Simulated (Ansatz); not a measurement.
# MgO: how the settings move a single-point run

Aim: see which settings change the result for MgO, by how much, and at what cost.

Program: Ansatz 0.2.0. Level of theory: reference: DFT, r2SCAN, plane waves, PAW. These are calculated values, not measurements.

1 further run of the same task is left out (it didn't finish).

## 1. The structure to begin with

Symmetry: Fm-3m, No. 225, cubic system. Conventional cell: a = 4.204 Å, b = 4.204 Å, c = 4.204 Å, α = 90.00°, β = 90.00°, γ = 90.00°. Mg (site symmetry m-3m) is surrounded by 6 O at 2.10 Å. O (site symmetry m-3m) is surrounded by 6 Mg at 2.10 Å.

As a file:

```
CELL_PARAMETERS angstrom
0.00000 2.10217 2.10217
2.10217 0.00000 2.10217
2.10217 2.10217 0.00000
ATOMIC_POSITIONS crystal
Mg 0.00000 0.00000 0.00000
O 0.50000 0.50000 0.50000
```

## 2. Reference

The input, input.yaml:

```yaml
crystal:
  lattice:
    - [0.0, 2.1021674168, 2.1021674168]
    - [2.1021674168, 0.0, 2.1021674168]
    - [2.1021674168, 2.1021674168, 0.0]
  atoms:
    - { symbol: Mg, position: [0.0, 0.0, 0.0] }
    - { symbol: O, position: [0.5, 0.5, 0.5] }
kpoints:
  mp_grid: { grid: [8, 8, 8] }
hamiltonian:
  xc: r2scan
scf:
  occupations: { method: fixed }
  n_extra_bands: 4
output:
  forces: true
  stress: true
  eigenvalues: true
```

Launch:

```
$ ansatz run input.yaml --threads 4 --pin off --max-ram 3686MiB --backend cpu --events-out ev --progress --plain --runs-dir out
```

## 3. Variant: occupations.method gaussian, occupations.width 0.2

input.yaml, as its differences from that of step 2:

```diff
@@ -13,3 +13,3 @@
 scf:
-  occupations: { method: fixed }
+  occupations: { method: gaussian, width: 0.2 }
   n_extra_bands: 4
```

## 4. Variant: mp_grid.grid [6, 6, 6], xc hse06

input.yaml, as its differences from that of step 2:

```diff
@@ -9,5 +9,5 @@
 kpoints:
-  mp_grid: { grid: [8, 8, 8] }
+  mp_grid: { grid: [6, 6, 6] }
 hamiltonian:
-  xc: r2scan
+  xc: hse06
 scf:
```

Before running it: what results should come out? Wanted: for each run, ending; energy change; pressure; gap; force.

As calculated:

```tsv
run	ending	energy change	pressure (GPa)	gap (eV)	force (eV/Å)	cycles	time
reference	converged	0	0.0	5.68	0.00	6	0.91 s
1: occupations.method gaussian, occupations.width 0.2	converged	0.0 meV/atom (σ→0)	0.0	5.68	0.00	6	0.89 s
2: mp_grid.grid [6, 6, 6], xc hse06	converged	not comparable	-0.4	6.54	0.00	12	4.6 s
```

Residual by cycle in the longest SCF loop of each run; runs are numbered as in the table. The quantity is the density residual dr2, in eV.

```tsv
cycle	reference	run 1	run 2
1	0.0104	0.0105	0.00584
2	0.00163	0.00161	0.00121
3	8.7e-5	1.0e-4	4.8e-4
4	5.8e-6	1.1e-5	5.6e-5
5	7.4e-8	6.6e-8	4.0e-6
6	2.6e-9	3.3e-9	2.3e-6
```

**Reading.** «occupations.method gaussian, occupations.width 0.2» leaves the energy as it was. Of the variants the dearest is «mp_grid.grid [6, 6, 6], xc hse06» (4.6 s), the cheapest «occupations.method gaussian, occupations.width 0.2» (0.89 s), on a shared host.
